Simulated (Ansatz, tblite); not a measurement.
## A script for TiO2 (GFN2-xTB)

These are simulated results from tblite 0.8.0, not measurements. The cell was built from a prototype and was relaxed with r2SCAN in plane waves (Ansatz 0.2.0). Not every such cell is a known phase. All runs are without spin polarisation.

It is tetragonal, P4_2/mnm (No. 136); conventional cell a = 4.597 Å, c = 2.953 Å, 10.40 Å³ an atom. Ti has 6 O at 1.95–1.98 Å and 2 Ti at 2.95 Å; O has 3 Ti at 1.95–1.98 Å.

tblite solves periodic systems at the zone centre alone, so the script builds a cluster of 2×2×3 conventional cells (72 atoms), which folds in a coarse mesh of k points.

The script, run.py:

```python
import json
from ase import Atoms
from ase.build import make_supercell
from ase.units import Bohr, GPa, Hartree
from tblite.interface import Calculator

atoms = Atoms(['Ti', 'Ti', 'O', 'O', 'O', 'O'],
              cell=[[4.596853, -0.0, 0.0], [-0.0, 4.596853, 0.0], [0.0, 0.0, 2.953491]],
              scaled_positions=[[0.0, 0.0, 0.0], [0.5, 0.5, 0.5], [0.304643, 0.304643, 0.0], [0.195357, 0.804643, 0.5], [0.804643, 0.195357, 0.5], [0.695357, 0.695357, 0.0]],
              pbc=True)
cluster = make_supercell(atoms, [[2, 0, 0], [0, 2, 0], [0, 0, 3]])
calc = Calculator('GFN2-xTB', cluster.numbers, cluster.positions / Bohr, lattice=cluster.cell[:] / Bohr, periodic=cluster.pbc)
calc.set('temperature', 0.02 / Hartree)
calc.set('max-iter', 150)
res = calc.singlepoint()
levels = res.get('orbital-energies') * Hartree
nv = round(res.get('orbital-occupations').sum() / 2)
cells = len(cluster) // len(atoms)
out = {'energy_per_cell': res.get('energy') * Hartree / cells, 'homo': levels[nv - 1], 'lumo': levels[nv],
       'stress': (-res.get('virial') * Hartree / cluster.get_volume() / GPa).tolist(), 'charges': res.get('charges')[:len(atoms)].tolist(), 'electrons': 2 * nv / cells}
json.dump(out, open('results.json', 'w'))
for key, value in out.items():
    print(key, value)
```

Command: `python run.py`. It took 13 s on 1 thread of Arm Neoverse N1, with other jobs on the host, peak memory 0.12 GiB.

The log:

```
------------------------------------------------------------
  cycle        total energy    energy error   density error
------------------------------------------------------------
      1     -214.6492953540  -2.1515271E+02   5.1989041E-01
      2     -151.3187456776   6.3330550E+01   1.3272832E+00
      3     -225.7485236128  -7.4429778E+01   3.4101439E-01
      4     -234.6309297356  -8.8824061E+00   1.1896648E-01
      5     -235.5777375481  -9.4680781E-01   2.7086889E-02
      6     -235.6481829080  -7.0445360E-02   5.7022201E-03
      7     -235.6402310727   7.9518353E-03   1.0325824E-02
      8     -235.6468130639  -6.5819912E-03   5.2121679E-03
      9     -235.6491222282  -2.3091643E-03   6.2602925E-04
     10     -235.6490614240   6.0804179E-05   1.0540587E-03
     11     -235.6491270191  -6.5595059E-05   5.1876762E-04
     12     -235.6491369227  -9.9035910E-06   4.1228692E-04
     13     -235.6491516937  -1.4771046E-05   9.7889901E-05
     14     -235.6491517696  -7.5916319E-08   8.9823218E-05
     15     -235.6491524835  -7.1388234E-07   7.0148969E-06
------------------------------------------------------------

 total:                                  12.005 sec
energy_per_cell -534.3616712120041
homo -14.048359879904616
lumo -13.217998571352034
stress [[-11.324817266777082, 2.100205564682075e-06, 2.941471631968872e-06], [2.100205564969894e-06, -11.324817266776606, 2.941471401032527e-06], [2.941471631675127e-06, 2.941471400824709e-06, -21.262631094911676]]
charges [0.7219974993153646, 0.7219575912672046, -0.36099467861253, -0.36098661709427127, -0.36098661709725044, -0.36098424460579315]
electrons 32.0
```

The cycle table is in hartree for the whole cluster, and the lines after it are in eV (the energy for one cell). The printed stress is in GPa and positive in compression, and the pressure is its mean diagonal.

GFN2-xTB gives a gap of 0.83 eV. On the same cell, plane-wave PBE (Ansatz, 6×6×8 k points and the special points) gives a gap of 1.89 eV and r2SCAN a gap of 2.22 eV; on shared hosts these took about 9.2 and 29 core-seconds on the 6-atom cell, against 13 for the script. Semilocal gaps usually lie below measured ones. xTB was fitted to molecules, so gaps, charges and pressures of solids can be far off, and the gap also depends on the size of the cluster.

The same script was run on cells scaled at fixed shape and fractional coordinates:

```
volume (Å³/atom)  energy (meV/atom)  pressure (GPa, positive in compression)  gap (eV)
            9.15              -81.9                                    -4.84      0.77
            9.78              -50.1                                   -10.76      0.81
           10.40                0.0                                   -14.64      0.83
           11.03               62.1                                   -17.13      0.85
           11.65              132.3                                   -18.80      0.85
```

The minimum lies beyond the smallest of these volumes.

xTB was fitted mostly to molecules, and a small cluster samples few k points, so gaps, pressures and kinks along a curve can be far from a solid's.
